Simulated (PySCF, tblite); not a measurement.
# H₇O₅PSi₂, a fragment of a glass network (chain of 3): NMR shifts, core binding energies and electronic excitations, part 2 of 2

tblite 0.8.0 and PySCF 2.14.0. Atoms count from 0, parts from 1. The steps go on from the part before.

## 5. Core-electron binding energies: SCAN, X2C

What the job is given:

```
{"job": {"kind": "xps", "holes": 5}, "charge": 0, "multiplicity": 1}
O     -1.733817    -0.599033     1.144322
P     -1.408767     0.680457     0.493949
O     -1.505027     0.596611    -1.110979
O     -2.317722     1.941889     0.903468
O      0.052072     1.277750     0.741758
Si     1.471226     0.402235     1.042980
O      1.759492    -0.605135    -0.215427
Si     1.169165    -1.722739    -1.306667
H     -1.267122     1.425571    -1.546184
H     -3.123506     1.635378     1.339591
H      1.307014    -0.348387     2.311240
H      2.532887     1.431320     1.109885
H     -0.101595    -2.311370    -0.804465
H      0.949822    -1.047724    -2.618214
H      2.204810    -2.782351    -1.470763
```

Level: delta-SCF UKS SCAN, pcX-2 on the ionised atom, pcseg-1 elsewhere, spin-free X2C.

The log of the run:

```text
ground state, core basis on atom 0 (O), 190 functions
  cycle   1  E = -1302.39721287  |g| = 1.46e+00
  cycle   2  E = -1301.25914578  |g| = 2.79e+00
  cycle   3  E = -1302.72562248  |g| = 5.53e-01
  cycle   4  E = -1302.78132603  |g| = 1.38e-01
  cycle   5  E = -1302.78412932  |g| = 4.92e-02
  cycle   6  E = -1302.78452261  |g| = 2.32e-02
  cycle   7  E = -1302.78460995  |g| = 6.61e-03
  cycle   8  E = -1302.78461943  |g| = 1.43e-03
  cycle   9  E = -1302.78462008  |g| = 7.62e-04
  cycle  10  E = -1302.78462117  |g| = 1.19e-04
  E(ground) = -1302.89038528 Eh
hole in O 1s of atom 0
  cycle   1  E = -1282.21062005  |g| = 2.23e+00
  cycle   2  E = -1281.69188516  |g| = 2.25e+00
  cycle   3  E = -1282.93550903  |g| = 5.55e-01
  cycle   4  E = -1282.96523669  |g| = 4.42e-01
  cycle   5  E = -1283.03717141  |g| = 7.41e-02
  cycle   6  E = -1283.03827215  |g| = 5.02e-02
  cycle   7  E = -1283.03919110  |g| = 7.45e-03
  cycle   8  E = -1283.03921232  |g| = 3.45e-03
  cycle   9  E = -1283.03921647  |g| = 1.88e-03
  cycle  10  E = -1283.03921647  |g| = 5.70e-04
  cycle  11  E = -1283.03921715  |g| = 1.23e-04
  E(ion) = -1283.14702480 Eh   <S^2> = 0.7634   hole on atom = 1.000   binding energy = 537.244 eV
ground state, core basis on atom 1 (P), 201 functions
  cycle   1  E = -1302.91376642  |g| = 3.54e-01
  cycle   2  E = -1302.90907471  |g| = 1.88e-01
  cycle   3  E = -1302.90263089  |g| = 2.59e-01
  cycle   4  E = -1302.91524691  |g| = 3.27e-02
  cycle   5  E = -1302.91543208  |g| = 6.67e-03
  cycle   6  E = -1302.91544195  |g| = 1.75e-03
  cycle   7  E = -1302.91544125  |g| = 7.49e-04
  cycle   8  E = -1302.91544183  |g| = 3.89e-04
  E(ground) = -1302.99140661 Eh
hole in P 2p of atom 1
  cycle   1  E = -1297.37134588  |g| = 1.41e+00
  cycle   2  E = -1296.78872310  |g| = 1.73e+00
  cycle   3  E = -1297.56790161  |g| = 6.53e-01
  cycle   4  E = -1297.71140782  |g| = 2.52e-01
  cycle   5  E = -1297.72981703  |g| = 1.30e-01
  cycle   6  E = -1297.73603866  |g| = 3.69e-02
  cycle   7  E = -1297.73653689  |g| = 1.07e-02
  cycle   8  E = -1297.73654309  |g| = 1.02e-02
  cycle   9  E = -1297.73658265  |g| = 9.29e-04
  cycle  10  E = -1297.73658693  |g| = 5.17e-04
  cycle  11  E = -1297.73658665  |g| = 3.27e-04
  E(ion) = -1297.82402726 Eh   <S^2> = 0.7526   hole on atom = 1.002   binding energy = 140.612 eV
  2p3/2 = 140.377 eV   2p1/2 = 141.271 eV
ground state, core basis on atom 2 (O), 190 functions
  cycle   1  E = -1302.78241055  |g| = 1.20e-01
  cycle   2  E = -1302.77965940  |g| = 1.42e-01
  cycle   3  E = -1302.78284345  |g| = 6.21e-02
  cycle   4  E = -1302.78347093  |g| = 2.38e-02
  cycle   5  E = -1302.78358095  |g| = 4.89e-03
  cycle   6  E = -1302.78358723  |g| = 1.04e-03
  cycle   7  E = -1302.78358567  |g| = 4.07e-04
  E(ground) = -1302.89099684 Eh
hole in O 1s of atom 2
  cycle   1  E = -1282.13089446  |g| = 2.22e+00
  cycle   2  E = -1279.67047045  |g| = 2.72e+00
  cycle   3  E = -1282.56401587  |g| = 9.16e-01
  cycle   4  E = -1282.76699386  |g| = 6.75e-01
  cycle   5  E = -1282.91485066  |g| = 2.63e-01
  cycle   6  E = -1282.93481854  |g| = 1.44e-01
  cycle   7  E = -1282.94270199  |g| = 1.97e-02
  cycle   8  E = -1282.94280253  |g| = 1.29e-02
  cycle   9  E = -1282.94286261  |g| = 3.41e-03
  cycle  10  E = -1282.94286709  |g| = 1.05e-03
  cycle  11  E = -1282.94286713  |g| = 6.55e-04
  cycle  12  E = -1282.94286673  |g| = 2.14e-04
  E(ion) = -1283.05117452 Eh   <S^2> = 0.7618   hole on atom = 1.000   binding energy = 539.869 eV
ground state, core basis on atom 6 (O), 190 functions
  cycle   1  E = -1302.78682631  |g| = 1.29e-01
  cycle   2  E = -1302.78262673  |g| = 1.80e-01
  cycle   3  E = -1302.78812059  |g| = 3.96e-02
  cycle   4  E = -1302.78834935  |g| = 1.55e-02
  cycle   5  E = -1302.78839182  |g| = 2.83e-03
  cycle   6  E = -1302.78839354  |g| = 1.05e-03
  cycle   7  E = -1302.78839444  |g| = 1.74e-04
  E(ground) = -1302.89431074 Eh
hole in O 1s of atom 6
  cycle   1  E = -1282.17772440  |g| = 2.23e+00
  cycle   2  E = -1281.72571734  |g| = 2.20e+00
  cycle   3  E = -1282.95756258  |g| = 4.10e-01
  cycle   4  E = -1282.98320492  |g| = 2.67e-01
  cycle   5  E = -1283.00815229  |g| = 7.97e-02
  cycle   6  E = -1283.01011741  |g| = 3.48e-02
  cycle   7  E = -1283.01055558  |g| = 1.04e-02
  cycle   8  E = -1283.01059149  |g| = 5.03e-03
  cycle   9  E = -1283.01060032  |g| = 1.34e-03
  cycle  10  E = -1283.01060146  |g| = 4.34e-04
  E(ion) = -1283.11653178 Eh   <S^2> = 0.7620   hole on atom = 1.000   binding energy = 538.181 eV
ground state, core basis on atom 7 (Si), 201 functions
  cycle   1  E = -1302.84916929  |g| = 3.10e-01
  cycle   2  E = -1302.84336726  |g| = 2.14e-01
  cycle   3  E = -1302.84515969  |g| = 1.85e-01
  cycle   4  E = -1302.85158601  |g| = 1.89e-02
  cycle   5  E = -1302.85163567  |g| = 7.36e-03
  cycle   6  E = -1302.85164528  |g| = 1.36e-03
  cycle   7  E = -1302.85164550  |g| = 7.61e-04
  cycle   8  E = -1302.85164397  |g| = 2.04e-04
  E(ground) = -1302.91938652 Eh
hole in Si 2p of atom 7
  cycle   1  E = -1298.56141298  |g| = 1.23e+00
  cycle   2  E = -1296.80133968  |g| = 1.63e+00
  cycle   3  E = -1298.42085414  |g| = 9.97e-01
  cycle   4  E = -1298.82912180  |g| = 2.62e-01
  cycle   5  E = -1298.85583406  |g| = 2.19e-01
  cycle   6  E = -1298.87473904  |g| = 4.61e-02
  cycle   7  E = -1298.87535834  |g| = 2.33e-02
  cycle   8  E = -1298.87555082  |g| = 7.42e-03
  cycle   9  E = -1298.87556844  |g| = 2.82e-03
  cycle  10  E = -1298.87557120  |g| = 7.42e-04
  cycle  11  E = -1298.87557198  |g| = 4.04e-04
  E(ion) = -1298.95448816 Eh   <S^2> = 0.7513   hole on atom = 1.003   binding energy = 107.890 eV
  2p3/2 = 107.633 eV   2p1/2 = 108.259 eV
```

It took 59 s on 1 thread of Arm Neoverse V2, shared host; peak memory 0.74 GiB.

Binding energies by hole, beside the orbital energy of the ground state; the difference holds orbital relaxation and, for a density functional, its self-interaction error:

| hole | stands for | environment | ΔSCF (eV; 2p as the shell's mean) | −ε (eV) | ⟨S²⟩ |
| --- | --- | --- | --- | --- | --- |
| O1s on O0 | O0 | P=O oxygen | 537.24 | 515.8 | 0.763 |
| P2p on P1 | P1 | phosphorus bonded to 4 O | 140.68 | 129.0 | 0.753 |
| O1s on O2 | O2 | oxygen bonded to P, H | 539.87 | 518.0 | 0.762 |
| O1s on O6 | O6 | oxygen bonded to 2 Si | 538.18 | 516.8 | 0.762 |
| Si2p on Si7 | Si7 | silicon bonded to O, 3 H | 107.84 | 96.8 | 0.751 |

With the spin-orbit splitting: P1 2p3/2 140.38, 2p1/2 141.27 eV; Si7 2p3/2 107.63, 2p1/2 108.26 eV. The table gives each 2p level as the mean over the whole 2p shell (two parts 2p3/2, one part 2p1/2), which differs a little from the single hole in the log.

## 6. Excited states and response: CAM-B3LYP/def2-SVPD

Same as in step 5 but for these lines:

```diff
@@ -1,2 +1,2 @@
-{"job": {"kind": "xps", "holes": 5}, "charge": 0, "multiplicity": 1}
+{"job": {"kind": "uv", "xc": "CAM-B3LYP", "basis": "def2-SVPD", "nstates": 6, "ntriplets": 2, "ip": true}, "charge": 0, "multiplicity": 1}
 O     -1.733817    -0.599033     1.144322
```

With the program's defaults for keys left out, this is: TDDFT CAM-B3LYP/def2-SVPD, vertical, gas phase, core orbitals frozen in the response.

The log of the run:

```text
coarse grid: 14648 points
cycle   1  E = -1299.6966420976  dE =  1.375e+00  |g| = 1.390e+00  |ddm| = 6.225e+00
cycle   2  E = -1299.4449395552  dE =  2.517e-01  |g| = 1.838e+00  |ddm| = 5.290e+00
cycle   3  E = -1300.0531642587  dE = -6.082e-01  |g| = 2.054e-01  |ddm| = 2.500e+00
cycle   4  E = -1300.0599968156  dE = -6.833e-03  |g| = 7.607e-02  |ddm| = 2.716e-01
cycle   5  E = -1300.0610214220  dE = -1.025e-03  |g| = 1.277e-02  |ddm| = 1.012e-01
cycle   6  E = -1300.0610465586  dE = -2.514e-05  |g| = 7.132e-03  |ddm| = 3.555e-02
cycle   7  E = -1300.0610556677  dE = -9.109e-06  |g| = 6.166e-04  |ddm| = 9.180e-03
final grid: 129424 points
cycle   8  E = -1300.2574237277  dE = -1.830e-05  |g| = 2.094e-03  |ddm| = 5.152e-02
cycle   9  E = -1300.2574233951  dE =  3.325e-07  |g| = 2.663e-03  |ddm| = 7.985e-03
cycle  10  E = -1300.2574246380  dE = -1.243e-06  |g| = 2.375e-04  |ddm| = 2.810e-03
cycle  11  E = -1300.2574246463  dE = -8.326e-09  |g| = 1.819e-04  |ddm| = 7.512e-04
cycle  12  E = -1300.2574246523  dE = -5.983e-09  |g| = 4.218e-05  |ddm| = 2.377e-04
cycle  13  E = -1300.2574246527  dE = -3.847e-10  |g| = 9.667e-06  |ddm| = 9.558e-05
converged SCF energy = -1300.2574246527

Static polarisability (au): isotropic 87.199, principal 81.184 86.589 93.824

Singlet excitations
state   eV       nm        f      main configurations
  1   7.5760    163.7   0.00118   H->L+1 0.69, H->L 0.16
  2   7.7913    159.1   0.00827   H-1->L+1 0.42, H-1->L 0.19, H-2->L+1 0.13
  3   7.8442    158.1   0.02935   H-2->L 0.62, H-1->L 0.20
  4   7.9158    156.6   0.01473   H-3->L 0.50, H->L 0.17
  5   8.1010    153.0   0.01394   H->L 0.27, H-3->L 0.15, H->L+4 0.15
  6   8.3961    147.7   0.03073   H-5->L 0.41, H-1->L 0.20

Triplet excitations (Tamm-Dancoff, eV): 7.1949 7.3732
Vertical ionisation energy (delta-SCF) = 10.9921 eV
```

Wall time 7.5 min (1 thread of Arm Neoverse V2, shared host); peak memory 1.4 GiB.

Frontier orbitals and where they lie:

| orbital | eV | atoms |
| --- | --- | --- |
| HOMO−3 | -10.67 | O0 55 %, O3 8 %, P1 8 % |
| HOMO−2 | -10.50 | O0 51 %, O4 12 %, O6 7 % |
| HOMO−1 | -10.44 | O0 27 %, Si7 18 %, O6 16 % |
| HOMO | -10.20 | O6 28 %, Si7 16 %, Si5 11 % |
| LUMO | 0.39 | O2 16 %, O3 14 %, P1 12 % |
| LUMO+1 | 0.91 | Si7 21 %, Si5 16 %, O6 14 % |
| LUMO+2 | 1.30 | Si7 21 %, O3 17 %, H9 10 % |

With each of the 6 states as a Gaussian band of 0.4 eV half-width at 1/e, the curve within the window shown has maxima at 156 nm (ε 2,900) L/(mol cm). Beyond the last state computed it falls off for lack of states. The curve at chosen wavelengths:

```
 nm  ε (L/mol/cm)
143           799
144          1015
146          1473
147          1695
149          2100
150          2278
151          2439
153          2700
154          2791
156          2861
157          2828
158          2743
160          2433
161          2220
163          1735
164          1485
165          1245
167           824
168           651
170           385
171           288
172           213
174           110
175            78
177            37
178            25
```

Further results of this job:

| property | computed |
| --- | --- |
| dipole moment (D) | 2.37 |
| polarisability (Å³) | 12.92 |
| HOMO–LUMO gap (eV) | 10.59 |
| −ε(HOMO) (eV) | 10.20 |

## 7. What came out

This closing draws on all 2 parts.

```
                                                                  quantity                                         value
                                                               point group                                            C1
                                      rotational constants (main isotopes)                          1.97, 0.85, 0.70 GHz
                                $^{1}$H shifts against TMS (PBE0/pcSseg-1)  5.45, 5.17, 5.02, 4.99, 4.74, 3.38, 3.19 ppm
                               $^{17}$O shifts against H2O (PBE0/pcSseg-1)          150.9, 147.8, 119.4, 113.2, 41.1 ppm
                             $^{31}$P shifts against H3PO4 (PBE0/pcSseg-1)                                     -10.6 ppm
                              $^{29}$Si shifts against TMS (PBE0/pcSseg-1)                              -32.2, -34.0 ppm
potential on the surface of density 0.002 e/bohr³, 1st and 99th percentile                            -1.88 V and 2.80 V
              O1s binding energies, SCAN/pcX-2 (standing for 3 of 5 atoms)            O2 539.87, O6 538.18, O0 537.24 eV
                                          P2p binding energies, SCAN/pcX-2                                  P1 140.68 eV
             Si2p binding energies, SCAN/pcX-2 (standing for 1 of 2 atoms)                                 Si7 107.84 eV
                                      lowest singlet (CAM-B3LYP/def2-SVPD)                   7.58 eV (164 nm), f = 0.001
                                  brightest single state of those computed                   state 6, 8.40 eV, f = 0.031
                                                            lowest triplet                                       7.19 eV
                                         vertical ionisation energy (ΔSCF)                                      10.99 eV
```

The start of the PBE0/def2-SVP relaxation was shaken at random by about 0.01 Å, so part of the energy gained, and of the first lengths quoted, undoes that. Over 19 steps the energy fell by 0.302 eV; of the close pairs, O4–Si5 changed most, 1.637 to 1.694 Å (PBE0/def2-SVP). Hydrogens of an XH3 group are listed apart at this fixed geometry; free rotation makes them one line at their mean. At PBE0/pcSseg-1: The largest span, 229 ppm, is at P1, where the paramagnetic term is -647 ppm. At SCAN/pcX-2: O2 (oxygen bonded to P, H) binds its O1s electron 2.62 eV more tightly than O0 (P=O oxygen). Only 3 of the 5 O atoms are covered by sound results. The first singlet state (HOMO→LUMO+1 0.69, HOMO→LUMO 0.16) lies at 7.58 eV and is weak; of the 6 states computed, the strongest absorption comes from state 6 at 8.40 eV (the last computed, so partners may be missing). The lowest triplet lies 0.38 eV below the lowest singlet (triplets in Tamm-Dancoff, singlets in full TDDFT). ΔSCF puts the ionisation energy at 10.99 eV, 0.79 eV above −ε(HOMO). A capped cluster stands for the solid here, so long-range fields and strain are missing, and bands or shifts of the capping hydrogens have no counterpart in it.
